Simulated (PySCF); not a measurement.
# C8H15PSe: the cost of one run

Computed with PySCF 2.14.0 and routines of our own; the level stands in each step. Atoms count from 0.

## Step 1: The system as given

25 atoms, charge 0, multiplicity 1; geometry from: GFN2-xTB.

## Step 2: Vibronic structure: TDDFT PBE0/def2-SVP

What the job is given:

```
{"job": {"kind": "vib", "xc": "PBE0", "basis": "def2-SVP", "tda": false}, "charge": 0, "multiplicity": 1}
C     -3.071330    -1.968754     0.284543
C     -1.905764    -1.814742     0.508329
C     -0.494216    -1.624582     0.735120
P      0.153234    -0.219040    -0.295588
Se    -0.463738    -0.264469    -2.292689
C      1.989092    -0.345055    -0.076049
C      2.554391    -1.589847    -0.744284
C     -0.311645     1.329210     0.636715
C      0.266558     2.532677    -0.095591
C     -1.829578     1.417870     0.717133
H     -4.094258    -2.102197     0.097103
H      0.043362    -2.522124     0.411066
H     -0.285143    -1.432205     1.792297
H      2.405894     0.544224    -0.556247
H      2.232607    -0.313675     0.989112
H      2.291215    -2.493788    -0.198625
H      3.639709    -1.530758    -0.796143
H      2.166761    -1.672496    -1.759228
H      0.117930     1.255508     1.643488
H      1.354407     2.538021    -0.062007
H     -0.091948     3.456361     0.354817
H     -0.049624     2.514149    -1.138456
H     -2.253771     1.365535    -0.285197
H     -2.246136     0.602649     1.305742
H     -2.128945     2.361673     1.169852
```

Method: TDDFT PBE0/def2-SVP vertical-gradient vibronic structure (displaced harmonic oscillators, Condon), gas phase.

Launch:

```bash
OMP_NUM_THREADS=1 python excited_run.py task.json out
```

The driver reads the jobs from task.json and runs them one after another.

**Question.** How long does this first job take on 1 thread of Intel Xeon Platinum 8375C at 2.90GHz, shared host, and how much memory does it need?

About 2.5 min, with a peak of 1.7 GiB.
